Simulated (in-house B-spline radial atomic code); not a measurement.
# Yb²⁺: excited configurations

Aim: the energies of several excited configurations of Yb²⁺ above a reference configuration, each from its own self-consistent run.

Method: scalar-relativistic (spin-free one-electron X2C) TPSSh, spin-polarised, spherical density, exact exchange averaged over the configuration, Fermi nucleus, basis-set limit. Code: in-house B-spline radial atomic code version 1.

### Step 1. What is computed

```
element       : ytterbium (Z = 70)
charge        : +2
electrons     : 68
configuration : [Xe] 4f14
Hamiltonian   : scalar-relativistic (X2C)
nucleus       : Fermi, rms radius 5.311 fm
```

Outer shells as boxes (Hund's rule):

[Xe] 4f14
```
[Xe] core
4f [↑↓][↑↓][↑↓][↑↓][↑↓][↑↓][↑↓]
```

Where spins are not typed, each open shell is filled with up spins first.

### Step 2. The reference configuration

Input settings:

```ini
Z = 70
electrons = 68.0
configuration = [Xe] 4f14
hamiltonian = x2c
method = tpssh
spin_polarised = True
nucleus = fermi
rms_radius = 5.3108
mass_number = 174
atomic_mass = 173.938867545
speed_of_light = 137.035999084
exact_exchange = averaged over the configuration
```

Launch:

```bash
> python run_scf.py task.json out
```

task.json lists these runs, among others, and the program works through them in turn.

### Step 3. Configuration [Kr] 4d10 4f14 5s2 5p5 6f1

Settings: those of step 2 with these lines changed.

```diff
@@ -2,3 +2,3 @@
 electrons = 68.0
-configuration = [Xe] 4f14
+configuration = [Kr] 4d10 4f14 5s2 5p5 6f1
 hamiltonian = x2c
```

### Step 4. [Kr] 4d10 4f14 5s2 5p5 5d1

Settings: those of step 3 with these lines changed.

```diff
@@ -2,3 +2,3 @@
 electrons = 68.0
-configuration = [Kr] 4d10 4f14 5s2 5p5 6f1
+configuration = [Kr] 4d10 4f14 5s2 5p5 5d1
 hamiltonian = x2c
```

### Step 5. Run with [Kr] 4d9 4f14 5s2 5p6 5d1

Settings: those of step 4 with these lines changed.

```diff
@@ -2,3 +2,3 @@
 electrons = 68.0
-configuration = [Kr] 4d10 4f14 5s2 5p5 5d1
+configuration = [Kr] 4d9 4f14 5s2 5p6 5d1
 hamiltonian = x2c
```

### Step 6. Run with [Kr] 4d10 4f14 5s2 5p5 6s1

Settings: those of step 5 with these lines changed.

```diff
@@ -2,3 +2,3 @@
 electrons = 68.0
-configuration = [Kr] 4d9 4f14 5s2 5p6 5d1
+configuration = [Kr] 4d10 4f14 5s2 5p5 6s1
 hamiltonian = x2c
```

### Step 7. [Kr] 4d9 4f14 5s2 5p6 6d1

Settings: those of step 6 with these lines changed.

```diff
@@ -2,3 +2,3 @@
 electrons = 68.0
-configuration = [Kr] 4d10 4f14 5s2 5p5 6s1
+configuration = [Kr] 4d9 4f14 5s2 5p6 6d1
 hamiltonian = x2c
```

### Step 8. Configuration [Kr] 4d9 4f14 5s2 5p6 6f1

Settings: those of step 7 with these lines changed.

```diff
@@ -2,3 +2,3 @@
 electrons = 68.0
-configuration = [Kr] 4d9 4f14 5s2 5p6 6d1
+configuration = [Kr] 4d9 4f14 5s2 5p6 6f1
 hamiltonian = x2c
```

Before running: How far above the reference does each configuration lie (order and size, in eV)?

The runs gave:

| net move | configuration | 2|M_S|+1 | energy above the reference (eV) | largest <r> (bohr) |
| --- | --- | --- | --- | --- |
| 5p → 6s | [Kr] 4d10 4f14 5s2 5p5 6s1 | 3 | 28.385 | 3.11 |
| 5p → 5d | [Kr] 4d10 4f14 5s2 5p5 5d1 | 3 | 28.996 | 2.27 |
| 5p → 6f | [Kr] 4d10 4f14 5s2 5p5 6f1 | 3 | 43.676 | 9.93 |
| 4d → 5d | [Kr] 4d9 4f14 5s2 5p6 5d1 | 3 | 183.12 | 2.25 |
| 4d → 6d | [Kr] 4d9 4f14 5s2 5p6 6d1 | 3 | 193.22 | 5.51 |
| 4d → 6f | [Kr] 4d9 4f14 5s2 5p6 6f1 | 3 | 197.78 | 9.91 |

What this shows: The lowest of them is 5p → 6s at 28.385 eV and the highest 4d → 6f at 197.78 eV. 4 of them lie more than 60 % above minus the reference's highest level (18.522 eV), in the range where a state can decay by emitting an electron. The reference has 2|M_S|+1 = 1; 6 of the configurations differ from it in spin. These are spherical averages at the typed spins, not spectroscopic levels.
